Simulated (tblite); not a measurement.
# FGeH5O2: the cost of one run

Computed with tblite 0.8.0 and PySCF 2.14.0; each step states its level. No surroundings beyond the atoms listed, unless a continuum is named. Atoms count from 0, parts from 1.

## Step 1: The system as given

9 atoms, charge 0, multiplicity 1; geometry: rigid parts in contact. Parts: 1 = atoms 0–4, `[F][GeH3]`, charge 0; 2 = atoms 5–8, `OO`, charge 0.

## Step 2: Bringing the parts together with GFN2-xTB

Job settings and geometry (Å):

```
{"job": {"kind": "dock", "xc": "GFN2-xTB", "basis": "xTB"}, "charge": 0, "multiplicity": 1, "parts": [{"atoms": "0-4", "charge": 0, "multiplicity": 1}, {"atoms": "5-8", "charge": 0, "multiplicity": 1}]}
Ge    -0.137755    -0.007532    -0.016277
F      1.582278     0.087616     0.185949
H     -0.303228    -1.007241    -1.113265
H     -0.522137     1.389088    -0.378533
H     -0.619158    -0.461931     1.322126
O      0.799179     0.401757    -2.752432
O      0.506495    -0.362524    -3.913961
H      0.333472     1.228391    -2.932152
H      0.971815    -1.189528    -3.734977
```

Level: GFN2-xTB search for minima from random contacts, gas phase.

Started as:

```console
$ OMP_NUM_THREADS=1 python cluster_run.py task.json out
```

This one command runs all jobs of the session in turn.

Q: Estimate the wall time of this first job on 1 thread of Intel Xeon 6975P-C, shared host.

About 6.4 s.
